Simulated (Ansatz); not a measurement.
Relaxation of a periodic cell of 17 atoms, Si₁₆As (host Si, host structure diamond, interstitial As), to a largest force component of 0.03 eV/Å in at most 60 steps.

The calculation used DFT PBE, scalar-relativistic, plane waves, PAW (Ansatz 0.2.0). Settings: PAW set soft_1, cutoff 420 eV, k mesh 2x2x2, gaussian smearing 0.02 eV, spin collinear.

```xyz
17
Lattice="0.0000 5.4300 5.4300 5.4300 0.0000 5.4300 5.4300 5.4300 0.0000" Properties=species:S:1:pos:R:3
Si 0.000 0.000 0.000
Si 1.357 1.357 1.357
Si 2.715 2.715 0.000
Si 4.072 4.072 1.357
Si 2.715 0.000 2.715
Si 4.072 1.357 4.072
Si 5.430 2.715 2.715
Si 6.787 4.072 4.072
Si 0.000 2.715 2.715
Si 1.357 4.072 4.072
Si 2.715 5.430 2.715
Si 4.072 6.787 4.072
Si 2.715 2.715 5.430
Si 4.072 4.072 6.787
Si 5.430 5.430 5.430
Si 6.787 6.787 6.787
As 6.807 4.058 6.830
```

Task: Where does it end, and by what steps?

Result: The forces met the threshold. Limits of this set-up: coarse k mesh. After 3 steps the energy has fallen by 0.398 eV; Si11 moved furthest, 0.09 Å.

```tsv
step	energy less start (eV)	largest force component (eV/Å)	accepted
0	0.0000	1.111	yes
1	-0.3617	0.362	yes
2	-0.3971	0.032	yes
3	-0.3976	0.016	yes
```

```xyz
17
Lattice="0.0000 5.4300 5.4300 5.4300 0.0000 5.4300 5.4300 5.4300 0.0000" Properties=species:S:1:pos:R:3
Si -0.016 0.016 -0.016
Si 1.355 1.314 1.357
Si 2.761 2.669 -0.045
Si 4.117 4.075 1.357
Si 2.727 0.011 2.727
Si 4.071 1.359 4.069
Si 5.418 2.703 2.728
Si 6.789 4.071 4.032
Si -0.050 2.665 2.765
Si 1.357 4.073 4.117
Si 2.766 5.481 2.765
Si 4.079 6.783 4.086
Si 2.729 2.701 5.417
Si 4.030 4.069 6.789
Si 5.391 5.469 5.391
Si 6.791 6.830 6.790
As 6.794 4.068 6.801
```

Whether the end is a true minimum wasn't checked by a vibrational analysis.

Run time: 33 s on 2 threads of Arm Neoverse V2 (shared host), peak memory 0.71 GiB.
